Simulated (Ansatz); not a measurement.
## Ba2TiO4 and its elements: a formation energy from the elements

Program: Ansatz 0.2.0 through its Python package.

`formation.py`
```python
"""Heat of formation of Ba2TiO4 at zero temperature, after relaxing cells and atoms."""

from collections import Counter

import ansatz as az
import numpy as np

PHASES = {
    "Ba2TiO4": (
        [[3.982053, 0.0, 0.0], [0.0, 3.982053, 0.0], [0.0, 0.0, 8.788151]],
        [
            ("Ba", [0.0, 0.0, 0.725571]),
            ("Ba", [0.0, 0.0, 0.274429]),
            ("Ti", [0.5, 0.5, 0.5]),
            ("O", [0.0, 0.5, 0.5]),
            ("O", [0.5, 0.5, 0.726617]),
            ("O", [0.5, 0.5, 0.273383]),
            ("O", [0.5, 0.0, 0.5]),
        ],
    ),
    "Ba": (
        [[-2.5065, 2.5065, 2.5065], [2.5065, -2.5065, 2.5065], [2.5065, 2.5065, -2.5065]],
        [
            ("Ba", [0.0, 0.0, 0.0]),
        ],
    ),
    "Ti": (
        [[2.95, 0.0, 0.0], [-1.475, 2.554775, 0.0], [0.0, 0.0, 4.68]],
        [
            ("Ti", [1 / 3, 2 / 3, 0.25]),
            ("Ti", [2 / 3, 1 / 3, 0.75]),
        ],
    ),
    "O2": (
        [[9.0, 0.0, 0.0], [0.0, 9.5, 0.0], [0.0, 0.0, 10.0]],
        [
            ("O", [0.5, 0.5, 0.4385]),
            ("O", [0.5, 0.5, 0.5615]),
        ],
    ),
}


def build(vectors, sites):
    crystal = az.Crystal(lattice=az.Lattice.of(vectors))
    for symbol, position in sites:
        crystal = crystal.atom(symbol, position)
    return crystal

POLARISED = {"O2"}

GASES = {"O2"}


def solve(name, crystal):
    calc = (
        crystal.calculation()
        .functional("PBEsol")
        .basis(450)
        .kpoints(spacing=0.15)
        .occupations("fermi_dirac", width=0.05)
        .stress()
    )
    if name in POLARISED:
        calc = calc.spin("collinear")
    if name in GASES:
        return calc.kpoints(1, 1, 1).relax(force_tolerance=0.02, max_steps=60).run()
    calc = calc.relax(force_tolerance=0.02, max_steps=60, cell=True)
    return calc.run()


def counts(outcome):
    return Counter(site.symbol for site in outcome.lattice.sites)

def formation_energy(outcome, mu):
    n = counts(outcome)
    return (outcome.report["energy_sigma0_ev"] - sum(k * mu[element] for element, k in n.items())) / sum(n.values())


def volume_per_atom(outcome):
    return abs(np.linalg.det(outcome.lattice.cell_ang)) / len(outcome.lattice.sites)


def main() -> None:
    phases = {name: build(*cell) for name, cell in PHASES.items()}
    phases["O2"] = phases["O2"].moments(O=1.0)

    done = {name: solve(name, crystal) for name, crystal in phases.items()}

    # chemical potentials of the elements at zero temperature
    references = {"Ba": "Ba", "Ti": "Ti", "O": "O2"}
    mu = {element: done[name].report["energy_sigma0_ev"] / len(done[name].lattice.sites) for element, name in references.items()}

    target = done["Ba2TiO4"]
    heat = formation_energy(target, mu)
    for element, value in mu.items():
        print(f"mu({element}) = {value:.4f} eV from {references[element]}, {volume_per_atom(done[references[element]]):.2f} A^3/atom")
    print(f"formation energy of Ba2TiO4: {heat:.4f} eV/atom = {96.4853 * heat:.1f} kJ/mol of atoms")
    # gas references are bare DFT energies, without zero-point or fitted corrections


if __name__ == "__main__":
    main()
```

```console
$ python formation.py
DeckWarning: output.stress: scf.convergence.dr2_threshold = 1e-7 eV (the SCF's general default) is looser than the 2e-10 eV advised for a printed stress (1e-10 eV for each atom of the cell: 2). What [...]
mu(Ba) = -5862.6098 eV from Ba, 57.73 A^3/atom
mu(Ti) = -2473.8967 eV from Ti, 16.73 A^3/atom
mu(O) = -558.2888 eV from O2, 427.50 A^3/atom
formation energy of Ba2TiO4: -2.9836 eV/atom = -287.9 kJ/mol of atoms
```
(Warnings from the package without file and line, shortened.)

The formation energy is -2.984 eV an atom (-287.9 kJ per mole of atoms), so Ba2TiO4 lies below the reference phases. Other compounds of these elements, not run here, can lie lower still.

Absolute energies stand on the zero of these potentials, so only differences at equal settings mean something. The magnetic order follows from the starting moments and needn't be the lowest. For the metals among these phases the mesh is modest: differences between phases can be off by up to 40 meV an atom. The cells come from databases of deposited and of computed structures, and not all need be stable phases. The compound is the structure given, not necessarily its lowest; energies are at zero temperature, with no correction for gases. Magnetic phases start from parallel moments and may not end in their lowest magnetic state. A semilocal functional's error on such energies is often 0.05 to 0.1 eV an atom, and 0.1 to 0.3 eV against gases such as O2 or F2. Hardware and time: 5.8 min on 1 thread of Intel(R) Xeon(R) 6975P-C (Granite Rapids) (shared host), peak memory 0.9 GiB.
